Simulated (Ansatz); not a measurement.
# Ti (Ti, beta-Sn type): the cost of one run

Method: DFT r2SCAN, plane waves (500 eV) with PAW, scalar-relativistic; PBE-made PAW files, in Ansatz 0.2.0.

## 1. Starting point

Symmetry: I4_1/amd, No. 141, tetragonal system. Conventional cell: a = 5.140 Å, b = 5.140 Å, c = 2.807 Å, α = 90.00°, β = 90.00°, γ = 90.00°. Around Ti (site symmetry -4m2) lie 6 Ti at 2.66 to 2.81 Å.

Coordinates:

```xyz
2
Lattice="-2.5702 2.5702 1.4033 2.5702 -2.5702 1.4033 2.5702 2.5702 -1.4033" Properties=species:S:1:pos:R:3 pbc="T T T"
Ti    0.0000    0.0000    0.0000
Ti    0.0000    2.5702    0.7017
```

## 2. Relaxation of the cell

The input, input.yaml:

```yaml
crystal:
  lattice:
    - [-2.5702241168, 2.5702241168, 1.4033423678]
    - [2.5702241168, -2.5702241168, 1.4033423678]
    - [2.5702241168, 2.5702241168, -1.4033423678]
  atoms:
    - { symbol: Ti, position: [0.0, 0.0, 0.0] }
    - { symbol: Ti, position: [0.75, 0.25, 0.5] }
hamiltonian:
  xc: r2scan
  pseudopotentials:
    kind: paw
    azcp:
      Ti: "pseudopotentials/Ti.paw.azcp"
basis:
  ecutwfc: 500
  fft_grid_basis: typed
kpoints:
  mp_grid: { grid: [13, 13, 9], shift: [0, 0, 0] }
magnetization:
  spin_polarized: false
scf:
  occupations: { method: fermi_dirac, width: 0.1 }
relax:
  max_steps: 60
  f_tol: 0.01
  cell: {}
```

Run with:

```
> ansatz run input.yaml --threads 1 --pin off --max-ram 3584MiB --backend cpu --events-out ev --progress --plain --runs-dir out
```

**Question.** How long does this run take on 1 thread of Intel Xeon Platinum 8259CL at 2.50GHz (Skylake/Cascade Lake), shared host, and how much memory does it need?

About 15 min, with a peak of 0.88 GiB.
